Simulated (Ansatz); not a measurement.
# CH3ClFIn: one species, many methods

The task here is to estimate one member of a computed series from the others.

Computed with Ansatz 0.2.0, Gaussian basis. Level: functionals in def2-TZVPP, the program's frozen cores in correlated methods.

Levels to be run: LDA (SPW92), PBE-D4, revPBE-D4, BLYP-D4, r2SCAN-D4, B97M-V, PBE0-D4, B3LYP-D4, r2SCANh-D4, r2SCAN0-D4, HSE06-D4, BHLYP-D4, CAM-B3LYP-D4, LC-ωPBE, ωB97X-V, ωB97M-V, B2PLYP, PBE-QIDH; CCSD(T)/def2-SVP; CCSD(T)/def2-TZVPP; MP2/def2-QZVPP; extrapolation to the limit; RPA on PBE.

## Structure used throughout

The geometry comes from an earlier relaxation with PBE0-D4 in a triple-zeta def2 set; it is a stationary point, not always the lowest conformer. In takes the def2 core potential; no spin-orbit term is included.

7 atoms, charge 0, spin multiplicity 1.

Atoms are counted from 1 here; the program's logs count them from 0.

Bond lengths: C1–In2 2.122 Å, C1–H5 1.089 Å, C1–H6 1.090 Å, C1–H7 1.088 Å, In2–F3 1.947 Å, In2–Cl4 2.316 Å. Angles: In2–C1–H5 109.1°, In2–C1–H6 108.9°, In2–C1–H7 109.1°, H5–C1–H6 109.2°, H5–C1–H7 110.4°, H6–C1–H7 110.2°, C1–In2–F3 121.8°, C1–In2–Cl4 129.4°, F3–In2–Cl4 108.8°.

The first run:

in.yaml reads:

```yaml
crystal:
  periodic: [false, false, false]
  atoms:
    - {symbol: C, position_ang: [-0.390809, 0.951389, 0.427339]}
    - {symbol: In, position_ang: [0.391030, -0.846145, -0.384265]}
    - {symbol: F, position_ang: [2.306029, -1.125518, -0.600488]}
    - {symbol: Cl, position_ang: [-0.728435, -2.728694, -1.135530]}
    - {symbol: H, position_ang: [-1.112888, 1.372958, -0.270776]}
    - {symbol: H, position_ang: [-0.891256, 0.725651, 1.368472]}
    - {symbol: H, position_ang: [0.426319, 1.650359, 0.595248]}
basis:
  gaussian: {orbitals: def2-TZVPP}
hamiltonian: {xc: lda}
output: {orbitals: {seedname: orbitals}}
```

Steps of the session up to this table: LDA; PBE-D4 (GGA); revPBE-D4 (GGA); BLYP-D4 (GGA); r2SCAN-D4 (meta-GGA); B97M-V (meta-GGA); PBE0-D4 (hybrid); B3LYP-D4 (hybrid); r2SCANh-D4 (hybrid); r2SCAN0-D4 (hybrid); HSE06-D4 (hybrid); BHLYP-D4 (hybrid); CAM-B3LYP-D4 (range-separated); LC-ωPBE (range-separated); ωB97X-V (range-separated); ωB97M-V (range-separated); B2PLYP (double hybrid); PBE-QIDH (double hybrid).

One table of the session follows, with a row left open; its other results are not shown here.

It belongs to the step «Orbital energies across the functionals». 

| functional | HOMO (eV) | LUMO (eV) | gap (eV) |
| --- | --- | --- | --- |
| LDA (SPW92) | -7.54 | -2.82 | 4.72 |
| PBE-D4 | -7.36 | -2.52 | 4.83 |
| revPBE-D4 | -7.29 | -2.40 | 4.89 |
| BLYP-D4 | -7.20 | -2.51 | 4.69 |
| r2SCAN-D4 | -7.69 | -2.26 | 5.42 |
| B97M-V | -7.75 | -2.41 | 5.34 |
| PBE0-D4 | -8.73 | -1.64 | 7.09 |
| B3LYP-D4 | -8.47 | -1.97 | 6.49 |
| r2SCANh-D4 | ? | ? | ? |
| r2SCAN0-D4 | -8.95 | -1.48 | 7.47 |
| HSE06-D4 | -8.33 | -2.01 | 6.32 |
| BHLYP-D4 | -9.92 | -0.82 | 9.10 |
| CAM-B3LYP-D4 | -10.08 | -0.73 | 9.35 |
| LC-ωPBE | -11.46 | 0.60 | 12.06 |
| ωB97X-V | -11.08 | 0.41 | 11.49 |
| ωB97M-V | -10.95 | 0.14 | 11.09 |

Q: Estimate the row for r2SCANh-D4 from the others.

Worked estimate for «HOMO (eV)». Against the share of exact exchange, r2SCAN-D4 (0, -7.69), r2SCAN0-D4 (0.25, -8.95) give a slope of -5.04 per unit share; at 0.1 the line stands at -8.19.

As computed: HOMO (eV): -8.19; LUMO (eV): -1.95; gap (eV): 6.25. In «HOMO (eV)» the line misses by 0.00.
